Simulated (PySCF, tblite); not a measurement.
**C₅H₈F₂Si: geometry, infrared bands and NMR shifts**

What infrared bands and NMR shifts should C₅H₈F₂Si (`C=C[C@@H]([SiH3])/C(F)=C\F`) show?

Programs: tblite 0.8.0 and PySCF 2.14.0, with density-fitted response routines of our own. Each step states its level of theory. These are calculated values for one molecule in the gas phase, unless marked as measured. Atoms are numbered from 0 throughout.

**1. The molecule as given**

16 atoms, charge 0, multiplicity 1; geometry from: force field or distance geometry start.

Bonds of the start (Å): C0–C1 1.34, C1–C2 1.52, C2–Si3 1.90, C2–C4 1.52, C4–F5 1.37, C4–C6 1.33, C6–F7 1.35, C0–H8 1.09, C0–H9 1.09, C1–H10 1.08, C2–H11 1.10, Si3–H12 1.50, Si3–H13 1.49, Si3–H14 1.48, C6–H15 1.07.

**2. Geometry optimisation with GFN2-xTB**

What the job is given:

```
{"job": {"kind": "relax", "xc": "GFN2-xTB", "basis": "xTB"}, "charge": 0, "multiplicity": 1}
C     -1.406600    -1.948700     0.605100
C     -0.698100    -1.213200    -0.267200
C      0.166600    -0.025300     0.137300
Si     2.012500    -0.271700    -0.243400
C     -0.368600     1.229200    -0.524500
F     -0.436100     1.268200    -1.887700
C     -0.795200     2.310300     0.126700
F     -0.777100     2.386700     1.478000
H     -2.008000    -2.787600     0.261400
H     -1.438600    -1.725800     1.673400
H     -0.730000    -1.483900    -1.316700
H      0.100300     0.100200     1.225700
H      2.531200    -1.441700     0.540400
H      2.795800     0.922400     0.164800
H      2.232100    -0.522000    -1.682500
H     -1.187800     3.211900    -0.302100
```

Launch:

```
$ OMP_NUM_THREADS=1 python probes_run.py task.json out
```

One launch serves the whole session: the jobs run in the order shown.

**Question.** This job is followed by: GFN2-xTB harmonic vibrations, gas phase; GIAO PBE0/pcSseg-1 NMR shielding, non-relativistic, gas phase. What will the session give for the following? strongest single infrared mode (GFN2-xTB); zero-point energy (GFN2-xTB); 13C shifts against TMS (PBE0/pcSseg-1); 1H shifts against TMS (PBE0/pcSseg-1, means over atoms taken as alike); 29Si shifts against TMS (PBE0/pcSseg-1); 19F shifts against CFCl3 (PBE0/pcSseg-1).

**Answer**, as computed:

```
                                                              quantity                                   value
                             strongest single infrared mode (GFN2-xTB)                    780 cm⁻¹, 354 km/mol
                                          zero-point energy (GFN2-xTB)                           68.5 kcal/mol
                                13C shifts against TMS (PBE0/pcSseg-1)    165.7, 147.1, 141.3, 121.3, 34.6 ppm
1H shifts against TMS (PBE0/pcSseg-1, means over atoms taken as alike)  7.46, 6.42, 5.47, 5.41, 4.02, 3.62 ppm
                               29Si shifts against TMS (PBE0/pcSseg-1)                               -57.9 ppm
                              19F shifts against CFCl3 (PBE0/pcSseg-1)                      -174.3, -187.9 ppm
```

**Reading.** Over 74 steps the energy fell by 0.160 eV; of the close pairs, Si3–H12 changed most, 1.501 to 1.461 Å. All 42 modes are real, so the xTB geometry is a minimum. The strongest single mode, at 780 cm⁻¹, moves mainly H12, H13 and H14. GFN2-xTB is a fitted tight-binding method: band positions and strengths are rough. Its intensities can rank the bands wrongly. At PBE0/pcSseg-1: The widest tensor belongs to C1: span 237 ppm, with a paramagnetic part of -211 ppm.
